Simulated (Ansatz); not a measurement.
# AlCo: further runs on the relaxed cell

The task here is to estimate one member of a computed series from the others.

Program: Ansatz 0.2.0. Level of theory: DFT r2SCAN, scalar-relativistic, plane waves, PAW. These are calculated values, not measurements.

1 further run of the same task is left out (set aside as unsound or not needed).

**The starting structure**

It takes space group Pm-3m (No. 221, cubic). The conventional cell has a = 2.824 Å, b = 2.824 Å, c = 2.824 Å, α = 90.00°, β = 90.00°, γ = 90.00°. Al (site symmetry m-3m) is surrounded by 8 Co at 2.45 Å. Co (site symmetry m-3m) has 8 Al at 2.45 Å as nearest neighbours.

As a file:

```
Al Co
1.0
     2.82406    0.00000    0.00000
     0.00000    2.82406    0.00000
     0.00000    0.00000    2.82406
Al Co
1 1
Direct
  0.00000 0.00000 0.00000
  0.50000 0.50000 0.50000
```

It goes back to an entry of the Materials Project.

It is the result of an earlier relaxation at this level (volume 11.26 Å³/atom; gap on the mesh: none (metal), site moments up to 0.1 μB).

The first run:

Contents of input.yaml:

```yaml
crystal:
  lattice:
    - [2.8240557655, 0.0, 0.0]
    - [0.0, 2.8240557655, 0.0]
    - [0.0, 0.0, 2.8240557655]
  atoms:
    - { symbol: Al, position: [0.0, 0.0, 0.0] }
    - { symbol: Co, position: [0.5, 0.5, 0.5], spin: 0.16 }
basis:
  ecutwfc: 500
kpoints:
  mp_grid: { grid: [14, 14, 14] }
  band_path:
    path:
      - [[0.0, 0.0, 0.0], [0.0, 0.5, 0.0], [0.5, 0.5, 0.0], [0.0, 0.0, 0.0], [0.5, 0.5, 0.5], [0.0, 0.5, 0.0]]
      - [[0.5, 0.5, 0.5], [0.5, 0.5, 0.0]]
    npoints: 14
hamiltonian:
  xc: r2scan
scf:
  occupations: { method: gaussian, width: 0.1 }
  n_extra_bands: 6
output:
  forces: true
  stress: true
  eigenvalues: true
  populations: true
  dos: { projected: true, de: 0.02, nscf_kmesh: { grid: [21, 21, 21] } }
  bader: true
  write_density: true
  write_potential: true
  elf: true
  volumetric_format: npy
magnetization:
  spin_polarized: true
checkpoint:
  read: start.run
  write: ck
  compress: false
  write_wavefunctions: false
  write_every: 100000
```

The run is started by

```bash
$ ansatz run input.yaml --threads 1 --pin off --max-ram 2560MiB --backend cpu --events-out ev --progress --plain --runs-dir out
```

Steps of the session up to this table: Static run: bands, density of states and charges; The cell scaled to 0.97 of its volume; Point at V/V0 = 1.03; The cell scaled to 0.94 of its volume; Point at V/V0 = 1.06.

One table of the session follows, with a row left open; its other results are not shown here.

It belongs to the step «Energy against volume». 

| volume (Å³/atom) | energy above the lowest point (meV/atom) | pressure (GPa) | largest moment (μB) |
| --- | --- | --- | --- |
| 10.586 | 27.0 | 13.73 | 0.00 |
| 10.923 | 6.2 | 6.23 | 0.00 |
| 11.261 | 0.0 | 0.01 | 0.15 |
| 11.599 | ? | ? | ? |
| 11.937 | 22.6 | -10.08 | 0.19 |

**Question.** Estimate the row for volume (Å³/atom) = 11.599.

Worked estimate for «energy above the lowest point (meV/atom)». A straight line through the neighbours (11.261, 0.0) and (11.937, 22.6) gives 0.0 + (22.6 − 0.0) × (11.599 − 11.261) / (11.937 − 11.261) = 11.3; a parabola fitted to 3 rows on both sides gives 5.5.

As computed: energy above the lowest point (meV/atom): 6.0; pressure (GPa): -5.44; largest moment (μB): 0.17. In «energy above the lowest point (meV/atom)» the line misses by +5.3 and the parabola by -0.5.

Limits of these values: Other magnetic orders or occupations could lie lower; they were not searched in full. Warnings in the runs' records: stability check not made, seeded moment not kept.
